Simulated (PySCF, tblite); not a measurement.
# C16H10N2: electronic excitations, NMR shifts, part 2 of 2

tblite 0.8.0 and PySCF 2.14.0. Atoms count from 0. Earlier steps stand in the parts before.

### 5 NMR shifts: GIAO PBE0/pcSseg-1

Job settings and geometry (Å):

```
{"job": {"kind": "nmr", "xc": "PBE0", "basis": "pcSseg-1", "pop": false}, "charge": 0, "multiplicity": 1}
C     -3.763852    -1.253619    -0.090582
C     -3.710655     0.128469     0.178003
C     -2.462761     0.731734     0.244591
C     -2.067783     2.096143     0.496926
C     -0.767104     2.505507     0.523986
C      0.335166     1.612444     0.303209
C      1.700783     1.798528     0.284235
C      2.549099     0.693380     0.031620
C      3.937983     0.628337    -0.038610
C      4.293662    -0.692025    -0.312897
C      3.133573    -1.431411    -0.410137
N      2.079580    -0.610083    -0.205347
C      0.731920    -0.846412    -0.196872
C     -0.135288    -1.927723    -0.373527
N     -1.416796    -1.472470    -0.231194
C     -2.654430    -2.036894    -0.290202
C     -1.377776    -0.121574     0.032183
C     -0.068731     0.280937     0.057555
H     -4.730511    -1.731445    -0.143991
H     -4.622061     0.685548     0.324848
H     -2.853972     2.817028     0.670448
H     -0.546083     3.545819     0.719707
H      2.162453     2.758343     0.454971
H      4.604669     1.456835     0.096266
H      5.290341    -1.072593    -0.428872
H      2.993427    -2.475418    -0.609345
H      0.074712    -2.956865    -0.584326
H     -2.722107    -3.094104    -0.494118
```

Method: GIAO PBE0/pcSseg-1 NMR shielding, non-relativistic, gas phase.

The log of the run:

```text
start: PBE on a coarse grid of 24366 points
cycle   1  E = -723.9222493343  dE =  3.647e+00  |g| = 8.023e-01  |ddm| = 6.311e+00
cycle   2  E = -723.3585587275  dE =  5.637e-01  |g| = 1.596e+00  |ddm| = 2.791e+00
cycle   3  E = -723.9820491258  dE = -6.235e-01  |g| = 5.848e-01  |ddm| = 2.428e+00
cycle   4  E = -724.0846750289  dE = -1.026e-01  |g| = 2.219e-01  |ddm| = 1.018e+00
cycle   5  E = -724.0928534762  dE = -8.178e-03  |g| = 1.582e-01  |ddm| = 4.633e-01
cycle   6  E = -724.1003168921  dE = -7.463e-03  |g| = 5.231e-02  |ddm| = 2.535e-01
cycle   7  E = -724.1011157523  dE = -7.989e-04  |g| = 1.555e-02  |ddm| = 7.653e-02
cycle   8  E = -724.1011713444  dE = -5.559e-05  |g| = 6.991e-03  |ddm| = 2.770e-02
final grid: 229125 points
cycle   9  E = -724.2756005648  dE = -1.015e-02  |g| = 4.976e-02  |ddm| = 6.366e-01
cycle  10  E = -724.2751577641  dE =  4.428e-04  |g| = 6.044e-02  |ddm| = 1.337e-01
cycle  11  E = -724.2761436046  dE = -9.858e-04  |g| = 2.182e-02  |ddm| = 1.107e-01
cycle  12  E = -724.2762828073  dE = -1.392e-04  |g| = 4.479e-03  |ddm| = 3.015e-02
cycle  13  E = -724.2762883200  dE = -5.513e-06  |g| = 2.909e-03  |ddm| = 9.143e-03
cycle  14  E = -724.2762905335  dE = -2.213e-06  |g| = 5.049e-04  |ddm| = 3.601e-03
cycle  15  E = -724.2762906924  dE = -1.589e-07  |g| = 3.965e-04  |ddm| = 1.229e-03
cycle  16  E = -724.2762903233  dE =  3.690e-07  |g| = 8.171e-05  |ddm| = 5.846e-04
converged SCF energy = -724.2762903233

GIAO shielding tensors (ppm)
atom      isotropic    diamagn.    paramagn.     s11        s22        s33       span
  0 C       64.918     255.157    -190.239    -39.979     62.290    172.444    212.424
  1 C       71.253     243.659    -172.406    -11.662     51.853    173.568    185.229
  2 C       54.609     257.825    -203.216    -36.390     19.692    180.524    216.914
  3 C       59.365     250.148    -190.783    -33.029     54.447    156.678    189.707
  4 C       50.829     251.329    -200.500    -46.788     40.648    158.626    205.414
  5 C       61.480     249.824    -188.344    -23.246     25.359    182.327    205.573
  6 C       74.241     250.984    -176.743     -2.921     65.124    160.522    163.443
  7 C       47.044     248.956    -201.913    -31.152     39.931    132.353    163.505
  8 C       76.555     253.488    -176.934      3.628     65.186    160.850    157.222
  9 C       67.286     262.266    -194.979    -17.886     52.630    167.115    185.001
 10 C       73.388     244.737    -171.349      6.482     73.908    139.775    133.294
 11 N       72.320     334.963    -262.643    -12.945     36.182    193.723    206.668
 12 C       57.283     256.170    -198.887     -1.383     34.062    139.170    140.553
 13 C       92.335     252.607    -160.271     60.665     85.124    131.217     70.551
 14 N       55.360     339.138    -283.778    -23.689    -10.400    200.170    223.860
 15 C       63.589     242.778    -179.189    -14.450     61.317    143.901    158.351
 16 C       56.072     254.583    -198.511    -18.768     37.473    149.511    168.279
 17 C       74.694     263.342    -188.648     19.887     29.962    174.234    154.347
 18 H       24.344      25.982      -1.638     19.603     26.438     26.991      7.387
 19 H       24.496      30.352      -5.856     19.567     26.188     27.733      8.166
 20 H       24.185      30.490      -6.305     19.155     25.695     27.706      8.552
 21 H       23.850      30.852      -7.002     19.039     24.891     27.621      8.582
 22 H       23.902      33.274      -9.373     17.346     25.791     28.569     11.223
 23 H       24.351      33.006      -8.655     19.216     26.600     27.236      8.020
 24 H       24.212      30.398      -6.186     20.082     25.712     26.841      6.759
 25 H       23.773      30.035      -6.262     16.722     26.497     28.099     11.377
 26 H       23.911      32.987      -9.076     15.997     27.687     28.048     12.051
 27 H       23.455      27.881      -4.426     16.726     25.871     27.770     11.044
```

Run time: 51 s. Hardware: 1 thread of Arm Neoverse V2, shared host; peak memory 0.78 GiB.

The references, computed at this level on geometries of the same kind, shield at (ppm): 1H TMS 31.71, 13C TMS 186.9, 15N NH3 267.7. Their shielding less the atom's gives the shift. The references are single molecules in the gas phase, so shifts against H2O, NH3, PH3, H3PO4 or CFCl3 are not on the usual liquid scales and can be off by tens of ppm.

```tsv
atoms	environment	σ (ppm)	δ (ppm)	δ scaled to CDCl3
C7	ring-fusion aromatic carbon	47.0	139.9	134.6
C4	aromatic CH	50.8	136.1	130.9
C2	ring-fusion aromatic carbon	54.6	132.3	127.2
C16	ring-fusion aromatic carbon	56.1	130.8	125.8
C12	ring-fusion aromatic carbon	57.3	129.6	124.6
C3	aromatic CH	59.4	127.6	122.6
C5	ring-fusion aromatic carbon	61.5	125.4	120.5
C15	aromatic CH next to a ring nitrogen	63.6	123.3	118.5
C0	aromatic CH	64.9	122.0	117.2
C9	aromatic CH	67.3	119.6	114.9
C1	aromatic CH	71.3	115.7	111.0
C10	aromatic CH next to a ring nitrogen	73.4	113.5	108.9
C6	aromatic CH	74.2	112.7	108.1
C17	ring-fusion aromatic carbon	74.7	112.2	107.6
C8	aromatic CH	76.6	110.4	105.8
C13	aromatic CH next to a ring nitrogen	92.3	94.6	90.4
H27	hydrogen on an aromatic CH next to a ring nitrogen	23.46	8.26	7.89
H25	hydrogen on an aromatic CH next to a ring nitrogen	23.77	7.94	7.59
H21	hydrogen on an aromatic CH	23.85	7.86	7.52
H22	hydrogen on an aromatic CH	23.90	7.81	7.47
H26	hydrogen on an aromatic CH next to a ring nitrogen	23.91	7.80	7.46
H20	hydrogen on an aromatic CH	24.19	7.53	7.21
H24	hydrogen on an aromatic CH	24.21	7.50	7.18
H18	hydrogen on an aromatic CH	24.34	7.37	7.06
H23	hydrogen on an aromatic CH	24.35	7.36	7.05
H19	hydrogen on an aromatic CH	24.50	7.22	6.91
N14	pyrrole-type ring nitrogen	55.4	212.4	–
N11	pyrrole-type ring nitrogen	72.3	195.4	–
```

The scaled column applies a straight-line fit of computed shieldings to shifts measured in CDCl3 (root-mean-square error 0.16 ppm for H, 1.9 ppm for C).

Ring of atoms C0, C1, C2, N14, C15, C16: NICS(0) -7.0, NICS(1) -8.8, NICS(1)zz -20.4 ppm (means of both faces).

Ring of atoms C2, C3, C4, C5, C16, C17: NICS(0) -0.5, NICS(1) -4.3, NICS(1)zz -4.8 ppm (means of both faces).

Ring of atoms C5, C6, C7, N11, C12, C17: NICS(0) -7.1, NICS(1) -8.6, NICS(1)zz -18.9 ppm (means of both faces).

### 6 Results

What follows sums up all 2 parts.

```
                                                                  quantity                                                                                                          value
                                 strongest single infrared mode (GFN2-xTB)                                                                                           1574 cm⁻¹, 68 km/mol
                                              zero-point energy (GFN2-xTB)                                                                                                 132.6 kcal/mol
                                            lowest singlet (PBE0/def2-SVP)                                                                                    2.77 eV (447 nm), f = 0.319
                                  brightest single state of those computed                                                                                    state 4, 4.31 eV, f = 0.380
                                                            lowest triplet                                                                                                        1.49 eV
potential on the surface of density 0.002 e/bohr³, 1st and 99th percentile                                                                                             -0.97 V and 1.30 V
                                    13C shifts against TMS (PBE0/pcSseg-1)  139.9, 136.1, 132.3, 130.8, 129.6, 127.6, 125.4, 123.3, 122.0, 119.6, 115.7, 113.5, 112.7, 112.2 ppm and more
                                     1H shifts against TMS (PBE0/pcSseg-1)                                                 8.26, 7.94, 7.86, 7.81, 7.80, 7.53, 7.50, 7.37, 7.36, 7.22 ppm
                                    15N shifts against NH3 (PBE0/pcSseg-1)                                                                                               212.4, 195.4 ppm
```

In words: No mode is imaginary among the 78: a minimum at this level. The strongest single mode, at 1574 cm⁻¹, is spread over many atoms; the largest shares are those of C17, C12. Unscaled tight-binding wavenumbers are off by several per cent, some by more. Its intensities can rank the bands wrongly. The first singlet state (HOMO→LUMO 0.83, HOMO→LUMO+1 0.09) lies at 2.77 eV and is bright; of the 6 states computed, the strongest absorption comes from state 4 at 4.31 eV. State 1 absorbs in the visible (447 nm). The lowest triplet lies 1.28 eV below the lowest singlet. By nearest atom (PBE0/def2-SVP), the HOMO sits on C6, C8, C10 about 11 % each; C1, C5, C15 about 7 % each and the LUMO on 4 C atoms about 11 % each; C2, C3 about 8 % each. NICS(1)zz of -20 ppm above the planar ring from C0 marks a diatropic (aromatic) ring current. NICS(1)zz of -19 ppm above the planar ring from C5 marks a diatropic (aromatic) ring current.
